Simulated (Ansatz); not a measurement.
Crystal: CrBr2.

```
CELL_PARAMETERS angstrom
3.74467 -1.83106 0.00000
3.74467 1.83106 0.00000
-0.72685 0.00000 6.46595
ATOMIC_POSITIONS crystal
Br 0.35423 0.35423 0.76677
Br 0.64577 0.64577 0.23323
Cr 0.00000 0.00000 0.00000
```

The cell is a database's computed one.

* Program: Ansatz 0.2.0
* Task: relaxation of cell and atoms
* Functional: RPBE
* Potentials or basis: Ansatz PAW
* Cutoff: 420 eV (not typed: the program's choice for these potentials)
* k mesh: 8 × 8 × 4
* Occupations: fermi-dirac, width 0.05 eV
* Spin: collinear spin, ferromagnetic start
* Starting moments: [0.0, 0.0, 3.0] μB

At the start: volume 29.56 Å³/atom.

Question: Where does the relaxation end?

Answer: It ends after 25 steps and the volume is 47.06 Å³/atom (+59.2 %); space group C2/m (No. 12, to 0.05 Å); moment 4.00 μB per cell.

The path:
| step | energy change (eV) | largest force (eV/Å) | volume (Å³) |
| --- | --- | --- | --- |
| 1 | 0.0000 | 0.0157 | 88.67 |
| 2 | -0.0500 | 0.1451 | 98.68 |
| 3 | -0.0710 | 0.1021 | 103.74 |
| 4 | -0.0769 | 0.0544 | 106.80 |
| 5 | -0.0782 | 0.0061 | 106.98 |
| 6 | -0.0782 | 0.0025 | 107.28 |
| 7 | -0.0904 | 0.0021 | 107.28 |
| 8 | -0.0957 | 0.0083 | 110.66 |
| 9 | -0.1018 | 0.0260 | 118.05 |
| 10 | -0.1008 | 0.0223 | 124.10 |
| 11 | -0.1027 | 0.0036 | 122.17 |
| 12 | -0.1028 | 0.0149 | 122.27 |
| 13 | -0.1029 | 0.0004 | 121.82 |
| 14 | -0.1029 | 0.0005 | 122.17 |
| 15 | -0.1080 | 0.0005 | 122.17 |
| 16 | -0.1097 | 0.0118 | 125.48 |
| 17 | -0.1114 | 0.0238 | 133.02 |
| 18 | -0.1103 | 0.0206 | 138.37 |
| 19 | -0.1115 | 0.0006 | 136.14 |
| 20 | -0.1150 | 0.0008 | 136.14 |
| 21 | -0.1157 | 0.0146 | 137.00 |
| 22 | -0.1169 | 0.0288 | 140.02 |
| 23 | -0.1165 | 0.0161 | 143.41 |
| 24 | -0.1173 | 0.0069 | 141.17 |
| 25 | -0.1183 | 0.0070 | 141.17 |

Final structure:
```yaml
crystal:
  lattice:
    - [5.17293, -1.83141, 0.04852]
    - [5.17293, 1.83141, 0.04852]
    - [-0.92030, 0.00000, 7.44179]
  atoms:
    - { symbol: Br, position: [0.40095, 0.40095, 0.79452] }
    - { symbol: Br, position: [0.59905, 0.59905, 0.20548] }
    - { symbol: Cr, position: [0.00000, 0.00000, 0.00000] }
```

Caveat: the volume moved by over 15 % at a fixed basis, so the end points are rough; the plane-wave basis is chosen anew once the cell has moved, so the energies of steps on either side of that aren't comparable; this functional lacks dispersion, which binds the layers, so the pressure and a relaxed spacing across them are unreliable, and here the layers came unbound; the PAW data sets come from PBE, with cores solved anew for the run's functional, which leaves a small shift of forces and pressure.
